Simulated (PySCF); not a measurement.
# C10H10 (1,2-dihydronaphthalene): the cost of one run

Computed with PySCF 2.14.0, with density-fitted response routines of our own, on a single molecule, in the gas phase or a continuum. Atoms are numbered from 0 throughout.

## Step 1: The starting structure

20 atoms, charge 0, multiplicity 1; geometry from: GFN2-xTB.

Bonds of the start (Å): C0–C1 1.33, C1–C2 1.45, C2–C3 1.39, C3–C4 1.38, C4–C5 1.38, C5–C6 1.39, C6–C7 1.38, C7–C8 1.50, C8–C9 1.53, C9–C0 1.50, C7–C2 1.40, C0–H10 1.08, C1–H11 1.08, C3–H12 1.08, C4–H13 1.08, C5–H14 1.08, C6–H15 1.08, C8–H16 1.09, C8–H17 1.10, C9–H18 1.10, C9–H19 1.09.

## Step 2: Geometry optimisation at PBE0-D3(BJ)/def2-SVP

What the job is given:

```
{"job": {"xc": "PBE0", "basis": "def2-SVP", "d3": "d3bj", "grid": 1, "kind": "geom"}, "charge": 0, "multiplicity": 1}
C     -1.885439     1.432243     0.176148
C     -0.597464     1.746389     0.064704
C      0.428185     0.715401     0.025697
C      1.767433     1.012441     0.257282
C      2.721322     0.011106     0.250256
C      2.344299    -1.298341     0.007540
C      1.013136    -1.602432    -0.232665
C      0.049673    -0.609672    -0.224680
C     -1.390460    -0.894793    -0.548023
C     -2.328740     0.002716     0.256537
H     -2.645513     2.195874     0.255254
H     -0.268654     2.775570     0.038070
H      2.057613     2.035532     0.451777
H      3.758496     0.251624     0.433620
H      3.085466    -2.084192     0.000433
H      0.723267    -2.625876    -0.427216
H     -1.620494    -1.946739    -0.370282
H     -1.540953    -0.698494    -1.616281
H     -2.324853    -0.306589     1.308727
H     -3.351468    -0.101089    -0.109933
```

Run with:

```sh
$ OMP_NUM_THREADS=1 python probes_run.py task.json out
```

The driver reads the jobs from task.json and runs them one after another.

**Question.** How long does this first job take on 1 thread of Arm Neoverse V1, shared host, and how much memory does it need?

About 93 s, with a peak of 0.83 GiB.
